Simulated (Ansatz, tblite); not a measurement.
# Cis-Zn(OH)2(NH3)4 (H14N4O2Zn): one state, many levels

How do method and basis change the picture of cis-Zn(OH)2(NH3)4 (H14N4O2Zn) (singlet)?

Method: as each input shows; program: Ansatz 0.2.0, Gaussian basis.

Levels to be run: GFN1-xTB, GFN2-xTB, PBE-D4/def2-TZVP, r2SCAN-D4/def2-TZVP, BLYP-D4/def2-TZVP, r2SCANh-D4/def2-TZVP, ωB97M-V/def2-TZVP, PBE-D4/def2-SVP, PBE0-D4/def2-SVP, HF/STO-3G, MP2/def2-TZVP, RPA/def2-TZVP.

2 further runs of the same task are left out: 2 set aside as unsound or not needed. Runs told in other sessions of the task aren't counted.

## (1) The structure

The geometry is that of the singlet, from an earlier relaxation (B3LYP-D4/def2-SVP).

21 atoms, charge 0, spin multiplicity 1.

Bond lengths: N1–Zn7 2.234 Å, N1–H9 1.019 Å, N1–H10 1.036 Å, N1–H11 1.019 Å, N2–Zn7 2.236 Å, N2–H13 1.019 Å, N2–H14 1.019 Å, N2–H15 1.036 Å, N3–H16 1.041 Å, N3–H17 1.020 Å, N3–H18 1.020 Å, N4–Zn7 2.315 Å, N4–H19 1.020 Å, N4–H20 1.020 Å, N4–H21 1.041 Å, O5–Zn7 2.001 Å, O5–H8 0.965 Å, O6–Zn7 2.005 Å and more. Angles: Zn7–N1–H9 128.0°, Zn7–N1–H10 81.4°, Zn7–N1–H11 115.1°, H9–N1–H10 110.0°, H9–N1–H11 108.6°, H10–N1–H11 109.0°, Zn7–N2–H13 117.0°, Zn7–N2–H14 126.2°, Zn7–N2–H15 81.4°, H13–N2–H14 108.5°, H13–N2–H15 109.1°, H14–N2–H15 109.9°, H16–N3–H17 109.9°, H16–N3–H18 107.9°, H17–N3–H18 108.0°, Zn7–N4–H19 136.0°, Zn7–N4–H20 111.2°, Zn7–N4–H21 75.6° and more.

PBE0-D4/def2-TZVP was run before; its log isn't repeated, and its numbers join the tables.

## (2) GFN1-xTB

Tight binding, by tblite at 300 K electronic temperature and without a spin-polarisation term:

```python
tblite.interface.Calculator('GFN1-xTB', numbers, positions, charge=0, uhf=0).singlepoint()
```

Energy -832.3634 eV, HOMO -9.89 eV, LUMO -4.61 eV; 0.01 s.

## (3) GFN2-xTB

Tight binding, by tblite at 300 K electronic temperature and without a spin-polarisation term:

```python
tblite.interface.Calculator('GFN2-xTB', numbers, positions, charge=0, uhf=0).singlepoint()
```

Energy -747.2107 eV, HOMO -8.88 eV, LUMO -3.71 eV; 0.005 s.

## (4) PBE-D4/def2-TZVP

start.molden holds the orbitals of an earlier run on this state, given as this run's starting guess.

Contents of in.yaml:

```yaml
crystal:
  periodic: [false, false, false]
  atoms:
    - {symbol: N, position_ang: [0.312485, 0.043978, -2.136834]}
    - {symbol: N, position_ang: [-2.162911, -0.022411, 0.263777]}
    - {symbol: N, position_ang: [0.258011, 2.311624, 0.214064]}
    - {symbol: N, position_ang: [0.209061, -2.330923, 0.234028]}
    - {symbol: O, position_ang: [-0.251234, 0.372377, 2.017588]}
    - {symbol: O, position_ang: [2.018840, -0.388840, -0.187665]}
    - {symbol: Zn, position_ang: [0.066046, -0.024876, 0.082239]}
    - {symbol: H, position_ang: [0.399833, 0.039359, 2.647008]}
    - {symbol: H, position_ang: [0.059248, -0.669481, -2.819206]}
    - {symbol: H, position_ang: [1.309689, -0.055864, -1.872587]}
    - {symbol: H, position_ang: [0.171600, 0.960739, -2.558398]}
    - {symbol: H, position_ang: [2.628506, -0.052032, 0.480086]}
    - {symbol: H, position_ang: [-2.639842, -0.912162, 0.125768]}
    - {symbol: H, position_ang: [-2.789487, 0.727786, -0.024911]}
    - {symbol: H, position_ang: [-1.925336, 0.083024, 1.267012]}
    - {symbol: H, position_ang: [0.103436, 1.988798, 1.191257]}
    - {symbol: H, position_ang: [-0.309282, 3.138522, 0.028181]}
    - {symbol: H, position_ang: [1.239205, 2.574655, 0.121667]}
    - {symbol: H, position_ang: [0.013855, -3.120524, -0.381139]}
    - {symbol: H, position_ang: [0.093853, -2.645188, 1.197531]}
    - {symbol: H, position_ang: [1.194424, -2.018581, 0.110564]}
basis:
  gaussian: {orbitals: def2-TZVP, initial_orbitals: start.molden}
hamiltonian: {xc: pbe, dispersion: d4}
scf: {omitted_lower_state_checks: [starts]}
output: {forces: true, orbitals: {seedname: orbitals}}
```

On the command line:

```sh
> ansatz run in.yaml --threads 4 --pin off --events-out ev --progress --plain --max-ram 4787MiB
```

The runs that follow: r2SCAN-D4/def2-TZVP; BLYP-D4/def2-TZVP; r2SCANh-D4/def2-TZVP; ωB97M-V/def2-TZVP; PBE-D4/def2-SVP; PBE0-D4/def2-SVP; HF/STO-3G; MP2/def2-TZVP; RPA/def2-TZVP.

Q: Predict the results of all the runs planned. Wanted: gap in def2-TZVP, named functionals, smallest and largest; correlation energy, MP2/def2-TZVP; binding an atom, functionals in def2-TZVP; PBE0 total energy, smallest basis above largest.

**Answer**, as computed:

| quantity | value |
| --- | --- |
| gap in def2-TZVP, named functionals, smallest and largest | 3.93 eV (BLYP-D4), 10.19 eV (ωB97M-V) |
| correlation energy, MP2/def2-TZVP | -50.16 eV |
| binding an atom, functionals in def2-TZVP | 3.22 (r2SCANh-D4) to 3.32 eV (PBE-D4) |
| PBE0 total energy, smallest basis above largest | 19.19 eV (def2-SVP, def2-TZVP) |

In words: Orbital gaps of the named functionals in def2-TZVP span 3.93 eV (BLYP-D4) to 10.19 eV (ωB97M-V); exact exchange widens it.
